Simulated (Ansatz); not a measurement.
# AsH2+ (singlet): from Hartree-Fock to the top rungs at scale of all distances = 1.778, cc-pVDZ

Aim: climb from Hartree-Fock through coupled cluster and multireference methods for AsH2+ (singlet) at one geometry and basis, and see what each rung misses.

Method: cc-pVDZ, core rule «outside noble gas», up to 14 orbitals frozen; program: Ansatz 0.2.0, Gaussian basis.

To be run: UHF; CCSD(T) on RHF; CCSD(T) on UHF; BCCD(T) on RHF; CISD; CCSDT(Q) on RHF; CCSDT(Q) on UHF; CISDTQ; CCSDTQ on RHF; CASSCF and MRCISD+Q, 2 electrons in 2 orbitals; CASSCF and NEVPT2, 2 electrons in 2 orbitals; CASSCF and MRCISD+Q, 6 electrons in 6 orbitals; CASSCF and NEVPT4(SD), 6 electrons in 6 orbitals; CASSCF and NEVPT2, 6 electrons in 6 orbitals; Full CI.

15 further runs of the same task are left out: 8 that didn't finish, 7 set aside as unsound or not needed.

**1. What is computed**

The geometry derives from a PBE0/def2-TZVP stationary point (not a proven minimum). All distances are scaled together. No spin-orbit coupling is included. The filled d shell of As may be among the frozen orbitals whatever the setting's name suggests; the logs give the count.

3 atoms, charge 1, spin multiplicity 1.

Atoms are counted from 1 here; the program's logs count them from 0.

No contacts short enough for the rule that draws bonds.

**2. UHF**

Contents of in.yaml:

```yaml
crystal:
  periodic: [false, false, false]
  atoms:
    - {symbol: As, position_ang: [0.000000, -0.049973, 0.000000]}
    - {symbol: H, position_ang: [0.000000, 1.857285, -1.939619]}
    - {symbol: H, position_ang: [0.000000, 1.857281, 1.939623]}
basis:
  gaussian: {orbitals: cc-pVDZ}
total_charge: 1
magnetization: {spin_polarized: true, initial_magnetization: 0}
hamiltonian: {xc: hf}
output: {orbitals: {seedname: orbitals}}
```

On the command line:

```console
$ ansatz run in.yaml --threads 1 --pin off --events-out ev --progress --plain --max-ram 2393MiB
```

The runs that follow: CCSD(T) on RHF; CCSD(T) on UHF; BCCD(T) on RHF; CISD; CCSDT(Q) on RHF; CCSDT(Q) on UHF; CISDTQ; CCSDTQ on RHF; CASSCF and MRCISD+Q, 2 electrons in 2 orbitals; CASSCF and NEVPT2, 2 electrons in 2 orbitals; CASSCF and MRCISD+Q, 6 electrons in 6 orbitals; CASSCF and NEVPT4(SD), 6 electrons in 6 orbitals; CASSCF and NEVPT2, 6 electrons in 6 orbitals; Full CI.

Q: Predict the results of all the runs planned. Wanted: FCI below the RHF energy; RMP2 from FCI; UMP2 from FCI; RCCSD from FCI; RCCSD(T) from FCI; UCCSD(T) from FCI; RCCSDT(Q) from FCI; UCCSDT(Q) from FCI; NEVPT2 valence from FCI.

As calculated:

```
                         quantity                                                                        value
         FCI below the RHF energy                                                                   -5.8026 eV
                    RMP2 from FCI                                                              +50.40 kcal/mol
                    UMP2 from FCI                                                              +24.59 kcal/mol
                   RCCSD from FCI                                                               +7.40 kcal/mol
                RCCSD(T) from FCI                                                               -0.09 kcal/mol
                UCCSD(T) from FCI                                                               +6.01 kcal/mol
               RCCSDT(Q) from FCI                                                               -0.34 kcal/mol
               UCCSDT(Q) from FCI                                                               +1.96 kcal/mol
          NEVPT2 valence from FCI                                                               +8.20 kcal/mol
      NEVPT4(SD) valence from FCI                                                               +0.67 kcal/mol
        MRCISD+Q valence from FCI                                                               -0.19 kcal/mol
levels within 1 kcal/mol (43 meV)  RCCSD(T), BCCD(T), RCCSDT(Q), RCCSDTQ, NEVPT4(SD) valence, MRCISD+Q valence
                    T1 diagnostic                                                                        0.048
   effectively unpaired electrons                                                                         1.73
```

In words: RCCSD(T) misses by -0.09 kcal/mol, 0.1 % of the correlation energy. CCSD(T) misses by -0.09 kcal/mol on the restricted determinant and by +6.01 kcal/mol on the unrestricted one; the two need not hold the same state or core. RCCSD(T), BCCD(T), RCCSDT, RCCSDT(Q), RCCSDTQ, MRCISD+Q valence fall below full CI, which methods that aren't variational can do. The occupations show strong static correlation (1.7 unpaired electrons where one determinant has 0). Coupled cluster on one determinant still stays close here. Of the multireference levels listed MRCISD+Q valence comes nearest in total energy (-0.19 kcal/mol), which doesn't show that its space is the better one. These misses are within one basis, not against nature.
